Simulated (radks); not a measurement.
# Zr³⁺ in [Ar] 3d10 4s2 4p5.5 4d1 4f0.5: an all-electron calculation

What are the levels of the zirconium ion Zr3+, how large are its shells, and how does its energy divide?

The numbers are computed with radks (a radial shooting solver on a logarithmic mesh, Libxc functionals) version 1 (Dirac Kohn-Sham, AM05, spin-unpolarised, spherical densities, point nucleus; open shells fill j = l - 1/2 first), except any that are marked as measured or tabulated.

## 1. What is computed

* element: zirconium (Z = 40)
* charge: +3
* electrons: 37
* configuration: [Ar] 3d10 4s2 4p5.5 4d1 4f0.5

## 2. The calculation

Input:

```text
Z 40
configuration [Ar] 3d10 4s2 4p5.5 4d1 4f0.5 5s0 5p0 5d0 5f0
relativity Dirac
functional am05,am05
spin unpolarised
j_filling energy
nucleus point
c 137.035999084
```

Launch:

```console
python run_ks.py task.json out
```

The same process makes all the runs of this session.

Q: Predict the outcome of this run.

**Answer**, as computed:

| quantity | value |
| --- | --- |
| total energy | -3592.72944 hartree |
| exchange-correlation share of it | 3.04 % |
| −T/E | 1.0332 |
| highest occupied level | 4f5/2, -11.176 eV |
| most extended occupied level | 4f5/2, <r> = 4.04 bohr |
| radius at density 0.001 e/bohr³ | 3.66 bohr |
| maxima of the radial density | 3 |

**Reading.** 4 principal shells are occupied and 3 maxima appear in the radial density; where shells overlap, one shows as a shoulder or not at all. Relativity lifts −T/E to 1.033. This is not the tabulated ground configuration, so its levels and sizes aren't those of the ground state, and no measured value stands beside it.
